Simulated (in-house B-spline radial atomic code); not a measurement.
# Mn¹³⁺: starting-point dependence of G0W0 and RPA

G0W0 and RPA are one-shot methods. How much does the choice of start matter for Mn¹³⁺?

The numbers are computed with an in-house B-spline radial atomic code, version 1 (RPA, second order, AC-SOSEX and G0W0 (contour deformation) on a non-relativistic mean field, all electrons; no spin-orbit coupling, Breit or QED terms), except any that are marked as measured or tabulated.

### 1 Starting point

| Property | Result |
| --- | --- |
| element | manganese (Z = 25) |
| charge | +13 |
| electrons | 12 |
| configuration | [Ne] 3s2 |
| next ion, run as well | [Ne] 3s1 |
| Hamiltonian | non-relativistic, point nucleus |
| starts | Hartree-Fock, PBE, TPSS, LC-ωPBE |

The outer shells:

Mn13+
```
[Ne] core
3s [↑↓]
```

### 2 Hartree-Fock start

Settings of the run:

```ini
Z = 25
electrons = 12.0
configuration = [Ne] 3s2
hamiltonian = nr
method = hf
lmax = 9
spin_polarised = False
box_radius = 5.53
intervals = 46
```

Started as:

```bash
> python run_gw.py task.json out
```

The settings of every run stand in task.json; they run in order.

After this run come: PBE start; TPSS start; LC-ωPBE start.

Q: Predict the outcome of this session. Wanted: highest level, mean field; highest level, G0W0; RPA correlation energy; RPA+SOSEX.

**Answer**, as computed:

| quantity | value |
| --- | --- |
| highest level, mean field (range over the runs) | -398.09 to -387.11 eV |
| highest level, G0W0 (range over the runs) | -401.85 to -401.13 eV |
| RPA correlation energy | -0.8446 to -0.7561 hartree |
| RPA+SOSEX | -0.5283 to -0.4788 hartree |
| semi-empirical ionisation energy (3s shell) | 402.95 ± 0.2 eV (NIST Atomic Spectra Database, ionization energies) |
| G0W0 removal energy less that value | -1.82 to -1.10 eV |

In words: Across the starts the mean-field level varies by 11.0 eV and the G0W0 level by 0.72 eV (6.5 % as much). Semilocal starts leave the level too high; G0W0 lowers it by 15 eV. The RPA energy is largest in size on PBE and smallest on Hartree-Fock, 10 % apart; over the runs it loosely follows the gap of the start, as smaller excitation energies give more correlation. Against the semi-empirical ionisation energy, 402.95 ± 0.2 eV, G0W0 is nearest on PBE (-1.1 eV) and farthest on Hartree-Fock (-1.8 eV). Relativity, left out here, binds an s electron more tightly: it would raise the computed values, so agreement here owes something to cancelling errors. Read as a removal energy, the bare PBE level is off by -15.8 eV (-3.9 %) and the nearest bare level, Hartree-Fock's, by -4.86 eV. As differences of total energies the mean miss over the starts is 3.0 eV for mean field, 1.6 eV for RPA, 2.6 eV for RPA+SOSEX.
